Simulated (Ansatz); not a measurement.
# Al₃Pd, space group Pm-3m: a frozen displacement of one atom

With Ansatz 0.2.0 through its Python package.

Notebook, run cell by cell (the value of a cell's last expression is shown):

```python
import warnings

import ansatz
import numpy as np
from pymatgen.core import Lattice, Structure
from pymatgen.io.ase import AseAtomsAdaptor
```

```python
warnings.simplefilter("ignore", ansatz.DeckWarning)
```

```python
pmg_structure = Structure(
    Lattice([(3.94691, 0.0, 0.0), (0.0, 3.94691, 0.0), (0.0, 0.0, 3.94691)]),
    ["Al", "Al", "Al", "Pd"],
    [
        (0.0, 0.5, 0.5),
        (0.5, 0.0, 0.5),
        (0.5, 0.5, 0.0),
        (0.0, 0.0, 0.0),
    ],
)
system = ansatz.Crystal.from_ase(AseAtomsAdaptor.get_atoms(pmg_structure))
```

```python
[site.symbol for site in system.resolved().sites]
```

    ['Al', 'Al', 'Al', 'Pd']

```python
inverse = np.linalg.inv(np.array(system.lattice.vectors))
home = np.array(system.sites[2].position)
values = np.linspace(-0.1, 0.1, 5)
energies, pulls = [], []
for shift in values:
    moved = system.move(2, to=home + shift * inverse[1])
    base = (
        moved.calculation()
        .functional(ansatz.Functional.PBE)
        .pseudopotentials("paw")
        .basis(450)
        .kpoints(6)
        .occupations("fermi_dirac", width=0.15)
        .forces()
    )
    report = base.run().report
    energies.append(report["free_energy_ev"])
    pulls.append(report["forces_ev_ang"][2][1])
```

```python
# the force is minus the slope of the free energy
print("shift (A)   dE (eV)   force along y (eV/A)")
for shift, e, f in zip(values, energies, pulls):
    print(f"{shift:8.3f} {e - energies[2]:10.5f} {f:12.4f}")
print(f"stiffness from energies {2 * np.polyfit(values, energies, 2)[0]:.3f}, from forces {-np.polyfit(values, pulls, 1)[0]:.3f} eV/A^2")
```

    shift (A)   dE (eV)   force along y (eV/A)
      -0.100    0.02343       0.4704
      -0.050    0.00584       0.2339
       0.000    0.00000      -0.0000
       0.050    0.00584      -0.2339
       0.100    0.02343      -0.4704
    stiffness from energies 4.688, from forces 4.699 eV/A^2

The curvature of the energy gives 4.688 eV/Å² and the slope of the force 4.699 eV/Å², a positive curvature.

What to keep in mind:
- For a metal this k-point mesh is coarse: on a finer one energies can move by several to tens of meV an atom and pressures by half a GPa or more, differences at one mesh by less.
- In a metal a curvature from energy changes of a few meV or less hangs on mesh and smearing, in size and even in sign.
- This cell is a computed structure, which may not be the phase found in nature.
- All periodic images of the atom move with it, so the curvature is one diagonal element of the zone-centre force constants and no normal mode; a positive value doesn't exclude soft modes in which several atoms move.
- Wall time of the script: 25 s on 1 thread of Arm Neoverse V2 (shared host), peak memory 0.49 GiB.
